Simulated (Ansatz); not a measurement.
# ZrNH (triplet): wave-function methods side by side, def2-QZVPP

The task here is to estimate one member of a computed series from the others.

Computed with Ansatz 0.2.0, Gaussian basis. Level: def2-QZVPP, core rule «outside noble gas», up to 5 orbitals frozen.

The runs, in order: UHF; ROHF; CCSD(T) on UHF.

2 further runs of the same task are left out: 2 set aside as unsound or not needed.

### The system

The geometry is a PBE0/def2-TZVP stationary point (not a proven minimum). No spin-orbit coupling is included. Elements past krypton take def2 core potentials.

3 atoms, charge 0, spin multiplicity 3.

Atoms are counted from 1 here; the program's logs count them from 0.

Bond lengths: Zr1–N2 1.791 Å, N2–H3 1.011 Å. Angles: Zr1–N2–H3 180.0°.

Set-up of the first run:

File in.yaml:

```yaml
crystal:
  periodic: [false, false, false]
  atoms:
    - {symbol: Zr, position_ang: [0.000000, 0.000000, 1.530732]}
    - {symbol: N, position_ang: [0.000000, 0.000000, -0.259859]}
    - {symbol: H, position_ang: [0.000000, 0.000000, -1.270873]}
basis:
  gaussian: {orbitals: "def2-QZVPP.json"}
magnetization: {spin_polarized: true, initial_magnetization: 2}
hamiltonian: {xc: hf}
output: {orbitals: {seedname: orbitals}}
```

Run with:

```sh
> ansatz run in.yaml --threads 1 --pin off --events-out ev --progress --plain --max-ram 4096MiB --backend cpu
```

Among the steps run: UHF; ROHF; CCSD(T) on UHF.

One of the session's tables, all rows but one given; the rest of the session is left out.

| method | from UCCSD(T) (meV) |
| --- | --- |
| ROHF | ? |
| UHF | +8930.7 |
| UMP2 | +440.1 |
| UCCSD | +563.4 |
| UCCSD(T) | 0 |

Q: Estimate the row for ROHF from the others.

As computed: from UCCSD(T) (meV): +9060.3. In the column «from UCCSD(T) (meV)» it is the highest.
